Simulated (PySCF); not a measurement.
**[Pm(BH4)2]+: other functionals and bases at one geometry**

An exercise on one series of results from a longer session: the logs are not shown, and one member is left open.

Method: several levels, as the steps say, no spin–orbit coupling; program: PySCF 2.14.0.

1 further run of the same task is left out (for a known fault of the program).

## The system as given

11 atoms, charge 1, spin multiplicity 1.

Bond lengths: Pm1–B2 2.432 Å, Pm1–H4 2.197 Å, Pm1–H5 2.294 Å, Pm1–H6 2.202 Å, Pm1–B7 2.432 Å, Pm1–H9 2.197 Å, Pm1–H10 2.294 Å, Pm1–H11 2.202 Å, B2–H3 1.198 Å, B2–H4 1.271 Å, B2–H5 1.258 Å, B2–H6 1.273 Å, B7–H8 1.198 Å, B7–H9 1.271 Å, B7–H10 1.258 Å, B7–H11 1.273 Å. Angles: B2–Pm1–H4 31.3°, B2–Pm1–H5 30.7°, B2–Pm1–H6 31.4°, B2–Pm1–B7 112.3°, B2–Pm1–H9 88.8°, B2–Pm1–H10 141.4°, B2–Pm1–H11 101.8°, H4–Pm1–H5 53.1°, H4–Pm1–H6 53.6°, H4–Pm1–B7 88.8°, H4–Pm1–H9 76.7°, H4–Pm1–H10 119.3°, H4–Pm1–H11 71.3°, H5–Pm1–H6 52.9°, H5–Pm1–B7 141.4°, H5–Pm1–H9 119.3°, H5–Pm1–H10 172.0°, H5–Pm1–H11 121.5° and more.

Coordinates:

```xyz
11
B2H8Pm
Pm    0.0000    0.0000   -0.4482
B     2.0194    0.0002    0.9073
H     2.9575    0.0212    1.6521
H     1.1031   -0.8000    1.2748
H     2.2678   -0.3059   -0.2878
H     1.4036    1.1115    0.8334
B    -2.0193   -0.0002    0.9074
H    -2.9576   -0.0212    1.6521
H    -1.1031    0.8001    1.2749
H    -2.2677    0.3059   -0.2878
H    -1.4036   -1.1116    0.8335
```

Formal oxidation states: Pm +3. Each metal's 4 4f electrons lie in its core potential, so multiplicities, spins and levels count the valence alone. An earlier session relaxed this geometry at PBE0, Pm lcecp-1-SVP with ECP50, B def2-SVP, H def2-SVP (singlet, point group C2).

At PBE0 on the finer grid: E = -88.258324 Eh, HOMO -13.86 eV, LUMO -7.59 eV, Mulliken charge on Pm1 +1.02 e, largest force component 0.013 eV/Å. 

Levels to run: r2SCAN; CAM-B3LYP; PBE0, TZVP. Hardware: 2 threads of Intel Xeon Platinum 8488C (Sapphire Rapids), shared host.

The first run:

Input file run.py (the lines that set the calculation):

```python
mol = gto.M(atom='''
Pm    -0.00002    -0.00001    -0.44821
B      2.01935     0.00019     0.90733
H      2.95753     0.02120     1.65211
H      1.10305    -0.80002     1.27484
H      2.26779    -0.30592    -0.28778
H      1.40359     1.11154     0.83340
B     -2.01934    -0.00019     0.90739
H     -2.95761    -0.02119     1.65207
H     -1.10306     0.80005     1.27493
H     -2.26769     0.30590    -0.28776
H     -1.40359    -1.11155     0.83351''',
    basis={'Pm': 'lcecp-1-SVP', 'B': 'def2-SVP', 'H': 'def2-SVP'},
    ecp={'Pm': 'lcecp-1-SVP'},
    charge=1, spin=0)
mf = dft.RKS(mol, xc='R2SCAN')
mf.grids.atom_grid = (75, 302)  # f atoms: unpruned, at least (60, 302)
mf = mf.density_fit()  # fitting sets: Pm AutoAux, B def2-universal-JKFIT, H def2-universal-JKFIT
mf.conv_tol = 1e-08; mf.max_cycle = 55
mf.kernel(dm0)  # dm0: the density of the relaxed state
```

The run is started by

```bash
OMP_NUM_THREADS=2 python run.py
```

Among the steps run: r2SCAN; CAM-B3LYP; PBE0, TZVP.

One of the session's tables, all rows but one given; the rest of the session is left out.

```
              level  HOMO (eV)  gap (eV)  charge on Pm1 (e)  dipole (D)  largest force component (eV/Å)
PBE0 (relaxed here)     -13.86      6.27               1.02        4.68                            0.01
             r2SCAN     -12.79      4.75               1.04        4.62                            0.28
          CAM-B3LYP          ?         ?                  ?           ?                               ?
         PBE0, TZVP     -13.87      6.32               1.27        4.65                            0.25
```

**Question.** Estimate the row for CAM-B3LYP.

As computed: HOMO (eV): -15.25; gap (eV): 8.51; charge on Pm1 (e): 0.98; dipole (D): 4.93; largest force component (eV/Å): 0.15. In the column «HOMO (eV)» it is the lowest.

The dipole of a charged species depends on the origin, so these sizes hold for this origin alone.

In one basis the HOMO–LUMO gap runs from 4.75 eV (r2SCAN) to 8.51 eV (CAM-B3LYP). The largest leftover force, 0.28 eV/Å with r2SCAN, stands at a geometry relaxed at another level. With 4f in the core, its levels are missing from HOMO and gap, and its count is fixed, so no charge can pass from the ligands into it. Total energies of different levels can't be compared.
